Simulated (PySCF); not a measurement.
# The bond of KMg+, level by level

The task here is to estimate one member of a computed series from the others.

Program: PySCF 2.14.0. Level of theory: K def2-SVP, Mg def2-SVP, no relativity. These are calculated values, not measurements.

The first run:

Settings of the job:

* atoms: K, Mg
* charge: 1
* basis: K def2-SVP, Mg def2-SVP
* Hamiltonian: no relativity
* basis functions: 42
* electrons treated: 30
* masses in u: 38.9637, 23.9850
* levels: PBE0, PBE, r²SCAN, MN15, B2PLYP, revPBE, HSE06, HF, MP2, SCS-MP2, CCSD, CCSD(T)
* grid: 80 radial by 434 angular points
* occupations: held fixed by the projection of orbital angular momentum
* dissociation limit: K+ + Mg, each in its ground configuration
* starting distance in angstrom: 3.400
* values of 2S to try: 0, 2

Run with:

```
OMP_NUM_THREADS=1 python dia.py task.json out
```

Among the steps run: The job; PBE0 along the bond; Other states along the same grid; PBE; r²SCAN (meta-GGA); MN15 (hybrid meta-GGA); B2PLYP; revPBE; HSE06 (range-separated hybrid); RHF (mean field); Adding correlation.

One table of the session follows, with a row left open; its other results are not shown here.

Energy (eV) from each level's lowest point:

```
R (Å)    RHF  RHF-MP2  RHF-SCS-MP2  RHF-CCSD  RHF-CCSD(T)
3.253  0.216    0.170        0.177       n/a          n/a
3.405  0.119    0.086        0.092     0.088        0.086
3.556  0.057    0.036        0.040     0.038        0.037
3.670      ?        ?            ?         ?            ?
3.783  0.011    0.004        0.005     0.004        0.004
3.897  0.002    0.000        0.000     0.000        0.000
4.048  0.000    0.004        0.003     0.004        0.004
4.237  0.008    0.019        0.016     0.018        0.018
4.464  0.028    0.044        0.041     0.043        0.044
4.767  0.060    0.084        0.079       n/a          n/a
```

Estimate the missing values for R (Å) = 3.670.

Worked estimate for «RHF». A straight line through the neighbours (3.556, 0.057) and (3.783, 0.011) gives 0.057 + (0.011 − 0.057) × (3.670 − 3.556) / (3.783 − 3.556) = 0.034; a parabola fitted to 4 rows on both sides gives 0.028.

The run gave: RHF: 0.028; RHF-MP2: 0.015; RHF-SCS-MP2: 0.017; RHF-CCSD: 0.016; RHF-CCSD(T): 0.015. In «RHF» the line misses by +0.006 and the parabola by 0.000.

State 2 has its PBE0 minimum 2.12 eV higher. The other levels ran on the lowest alone.
